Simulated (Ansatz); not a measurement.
**C2H6FNOSi: a dynamics run in two tries**

Aim: a short trajectory for this system. SMILES of the start: O=CNC(F)[SiH3].

Method: RKS PBE-D4/6-31G, in Ansatz 0.2.0.

## Step 1: Starting point

Bond lengths: O1–C2 1.248 Å, C2–N3 1.391 Å, N3–C4 1.431 Å, C4–F5 1.478 Å, C4–Si6 1.945 Å, C2–H7 1.109 Å, N3–H8 1.020 Å, C4–H9 1.101 Å, Si6–H10 1.513 Å, Si6–H11 1.514 Å, Si6–H12 1.507 Å. Angles (14 of 18 angles, heavy atoms first): O1–C2–N3 124.4°, C2–N3–C4 122.4°, N3–C4–F5 110.4°, N3–C4–Si6 113.1°, F5–C4–Si6 105.4°, O1–C2–H7 123.1°, N3–C2–H7 112.4°, C2–N3–H8 118.0°, C4–N3–H8 119.0°, N3–C4–H9 107.1°, F5–C4–H9 106.6°, Si6–C4–H9 114.1°, C4–Si6–H10 109.9°, C4–Si6–H11 107.0°.

Coordinates:

```xyz
12

O     0.4641   -1.3272    2.4258
C     0.1072   -1.7601    1.3111
N    -0.2141   -0.9567    0.2215
C    -0.2799    0.4699    0.3131
F    -1.6817    0.9112    0.4688
Si    0.3692    1.3682   -1.2852
H     0.0401   -2.8414    1.0737
H    -0.5421   -1.4127   -0.6293
H     0.2450    0.7597    1.2371
H     1.8587    1.1452   -1.4320
H    -0.3502    0.7477   -2.4636
H     0.0606    2.8409   -1.2071
```

## Step 2: First attempt

input.yaml reads:

```yaml
crystal:
  periodic: [false, false, false]
  atoms:
    - { symbol: O, position_ang: [0.464079, -1.327185, 2.425826] }
    - { symbol: C, position_ang: [0.107198, -1.760063, 1.311057] }
    - { symbol: "N", position_ang: [-0.214096, -0.956693, 0.221515] }
    - { symbol: C, position_ang: [-0.27988, 0.469947, 0.313141] }
    - { symbol: F, position_ang: [-1.681718, 0.911213, 0.468781] }
    - { symbol: Si, position_ang: [0.369177, 1.368183, -1.285173] }
    - { symbol: H, position_ang: [0.040144, -2.84144, 1.073714] }
    - { symbol: H, position_ang: [-0.542112, -1.412668, -0.629302] }
    - { symbol: H, position_ang: [0.245005, 0.759736, 1.237135] }
    - { symbol: H, position_ang: [1.858727, 1.145249, -1.43197] }
    - { symbol: H, position_ang: [-0.350175, 0.747694, -2.463588] }
    - { symbol: H, position_ang: [0.060551, 2.840928, -1.207135] }
basis:
  gaussian: { orbitals: "6-31G" }
hamiltonian:
  xc: pbe
  dispersion: d4
md:
  timestep: 0.5
  n_steps: 25
  ensemble: nvt_langevin
  initial_velocities: maxwell_boltzmann
  seed: 293954
scf:
  lower_state_search: "off"
```

Command:

```console
> ansatz run input.yaml --threads 1 --pin off --max-ram 2048MiB --backend cpu --events-out ev --progress --plain --runs-dir out
```

Before running it: what results should come out? Wanted: first try.

As calculated:

| quantity | value |
| --- | --- |
| first try | refused |
| cause | a Langevin thermostat is asked for with no temperature to hold |

What this shows: The fault in the first input was caught at the input check and cost nothing.
